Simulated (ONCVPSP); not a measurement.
**Pseudopotential generation for rhenium: ONCV, PBEsol**

Aim: build the potential from the settings below, then test how well it stands in for the atom: other configurations, scattering, ghost states and the plane-wave cutoff that it needs.

Method: ONCVPSP 4.0.1.1 (patched build), PBEsol, scalar-relativistic.

### 1 Settings

Typed settings, in words:

* element: rhenium (Re, Z = 75)
* type: optimised norm-conserving Vanderbilt (ONCV)
* frozen core: [Kr] 4d10
* valence charge: 29
* reference configuration: 4f14 5s2 5p6 5d5 6s2
* partial waves: 5s+6s: rc 1.50 bohr, ncon 3, nbas 7, qcut 6 1/bohr, 2 projectors; 5p: rc 1.15 bohr, ncon 3, nbas 6, qcut 5.9 1/bohr, 2 projectors, debl 3.8 Ha; 5d: rc 2.75 bohr, ncon 3, nbas 7, qcut 4.5 1/bohr, 2 projectors, debl 0.7 Ha; 4f: rc 0.65 bohr, ncon 4, nbas 9, qcut 24.4 1/bohr, 2 projectors, debl 2 Ha
* local potential: polynomial inside 0.65 bohr (lpopt 5, dvloc0 3 Ha)
* core correction: Teter function, fcfact 5, rcfact 1.75

The outer shells as boxes (Hund's rule for the drawing; the calculation is spin-unpolarised):

```
[Kr] core
4d [↑↓][↑↓][↑↓][↑↓][↑↓]
4f [↑↓][↑↓][↑↓][↑↓][↑↓][↑↓][↑↓]
5s [↑↓]
5p [↑↓][↑↓][↑↓]
5d [↑ ][↑ ][↑ ][↑ ][↑ ]
6s [↑↓]
```

The nodes and maxima of the atom's own shells, from an earlier all-electron run, set the scale for the radii.

All-electron outer shells of the reference configuration (PBEsol, scalar-relativistic, ld1.x):

| shell | level (eV) | outermost node (bohr) | outermost maximum (bohr) |
| --- | --- | --- | --- |
| 4d | -255.17 | 0.21 | 0.44 |
| 5s | -85.29 | 0.52 | 0.93 |
| 5p | -47.03 | 0.56 | 1.06 |
| 4f | -42.34 | – | 0.41 |
| 6s | -5.98 | 1.24 | 2.57 |
| 5d | -5.40 | 0.62 | 1.43 |
| 6p | -1.29 | 1.48 | 3.61 |

### 2 The generation run

Re.dat

```
# ATOM AND REFERENCE CONFIGURATION
# atsym  z   nc   nv     iexc    psfile
  Re 75.00    9    5  -116133      upf
#
#   n    l    f
    1    0    2.00
    2    0    2.00
    2    1    6.00
    3    0    2.00
    3    1    6.00
    3    2   10.00
    4    0    2.00
    4    1    6.00
    4    2   10.00
    4    3   14.00
    5    0    2.00
    5    1    6.00
    5    2    5.00
    6    0    2.00
#
# PSEUDOPOTENTIAL AND OPTIMIZATION
# lmax
    3
#
#   l,   rc,      ep,       ncon, nbas, qcut
    0    1.50    0.00    3    7    6.00
    1    1.15    0.00    3    6    5.90
    2    2.75    0.00    3    7    4.50
    3    0.65    0.00    4    9   24.40
#
# LOCAL POTENTIAL
# lloc, lpopt,  rc(5),   dvloc0
    4    5    0.65    3.00
#
# VANDERBILT-KLEINMAN-BYLANDER PROJECTORs
# l, nproj, debl
    0    2    3.00
    1    2    3.80
    2    2    0.70
    3    2    2.00
#
# MODEL CORE CHARGE
# icmod, fcfact, rcfact
    3    5.00    1.75
#
# LOG DERIVATIVE ANALYSIS
# epsh1, epsh2, depsh
   -5.00    5.00    0.04
#
# OUTPUT GRID
# rlmax, drl
    6.00    0.01
#
# TEST CONFIGURATIONS
# ncnf
    4
# nvcnf
#   n    l    f
    5
    4    3   14.00
    5    0    2.00
    5    1    6.00
    5    2    5.00
    6    0    1.00
#
    5
    4    3   14.00
    5    0    2.00
    5    1    6.00
    5    2    5.00
    6    0    0.00
#
    5
    4    3   14.00
    5    0    2.00
    5    1    6.00
    5    2    4.00
    6    0    0.00
#
    5
    4    3   14.00
    5    0    2.00
    5    1    5.00
    5    2    5.00
    6    0    2.00
#
```

The run is started by

```bash
oncvpsp.x < Re.dat > Re.out
```

Q: Predict the outcome of this session. Wanted: cutoffs; bound ghosts; GHOST(+) flags; largest test error; largest phase difference near zero energy, channels read; rms error of d²Exc/dn², without and with the model core.

**Answer**, as computed:

| quantity | value |
| --- | --- |
| cutoffs | not determined |
| bound ghosts | s at -498.75 eV |
| GHOST(+) flags | p at -28 eV, d at 64 eV |
| largest test error (AE − PS) | -241 meV, for 4f14 5s2 5p5 5d5 6s2 |
| largest phase difference near zero energy, channels read | 3.141 rad |
| rms error of d²Exc/dn², without and with the model core | 5.68 and 3.86 mHa |

A bound ghost (s) makes it unfit for use: electrons can fall into a state that the atom doesn't have. By total energies transferability is poor: the largest error is 241 meV on 53.0 eV, for 4f14 5s2 5p5 5d5 6s2. That test lies far up in energy; among those under 40 eV, nearer to bonding, the largest error is 14 meV. Of the channels read, p scatters worst near zero energy, by up to 3.14 rad. A step near π is an extra or missing state, not a misfit of shape. The pseudo curves have a pole with no partner nearby in the atom's: p at -1.03 Ha. The program also flags highly localised states, GHOST(+) (p, d).
